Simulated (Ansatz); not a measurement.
BCl2HS, SMILES SB(Cl)Cl: an atomisation energy, run with the Python package of Ansatz (0.2.0).

`tae.py`:
```python
# -*- coding: utf-8 -*-
"""Energy to split BCl2HS into its atoms."""

from collections import Counter

import ansatz as az


def total_energy(molecule, charge=0, unpaired=0):
    calc = molecule.calculation().basis(gaussian="aug-cc-pVDZ").functional("r2scan0")
    if charge:
        calc = calc.charge(charge)
    if unpaired:
        calc = calc.spin("collinear", total=unpaired)
    return calc.run(threads=1, backend="cpu").report["free_energy_ev"]

geometry_ang = [
    ("S", [-0.7612, 1.1888, 0.3443]),
    ("B", [0.0211, -0.4499, 0.1976]),
    ("Cl", [1.5923, -0.7508, 1.0459]),
    ("Cl", [-0.6757, -1.7717, -0.8115]),
    ("H", [-0.1266, 1.71, -0.8177]),
]
mol = az.Crystal.molecule()
for symbol, xyz in geometry_ang:
    mol = mol.atom(symbol, xyz)

# Hund ground states
unpaired = {"S": 2, "B": 1, "Cl": 1, "H": 1}
counts = Counter(site.symbol for site in mol.cartesian_sites)
atom_energy = {s: total_energy(az.Crystal.molecule().atom(s, (0, 0, 0)), 0, unpaired[s]) for s in counts}
whole = total_energy(mol, 0, 0)
for s, e in atom_energy.items():
    print(f"{s:2s} x{counts[s]}  {e:14.5f} eV")
print(f"BCl2HS: {whole:.5f} eV")
split = sum(counts[s] * e for s, e in atom_energy.items()) - whole
print(f"atomisation energy (no zero-point term): {split:.3f} eV, {split / sum(counts.values()):.3f} eV an atom")
```

What does it cost to take this molecule apart into atoms?

16.358 eV from the electronic energies, without the zero-point term.

The output:

Running `python tae.py` prints:
```text
S  x1    -10832.29451 eV
B  x1      -670.40795 eV
Cl x2    -12520.26030 eV
H  x1       -13.58985 eV
BCl2HS: -36573.17082 eV
atomisation energy (no zero-point term): 16.358 eV, 3.272 eV an atom
```

Caveats:
- Total energies depend on the basis set; only differences at equal settings carry meaning.
- The geometry is a force-field or estimated start, not a minimum of this method, and the basis set is short of its limit. All parts are taken at fixed geometry, without zero-point energy.
- For Al to Cl the sets with a tight d function, cc-pV(X+d)Z, are usual.
- The whole script took 11 s on 1 thread of Intel(R) Xeon(R) Platinum 8259CL CPU @ 2.50GHz (Skylake/Cascade Lake) (shared host), peak memory 0.34 GiB.

(A comment or docstring line of the script was reworded after the run, the code is as it ran; lines on the test bed's own set-up are left out of the output.)
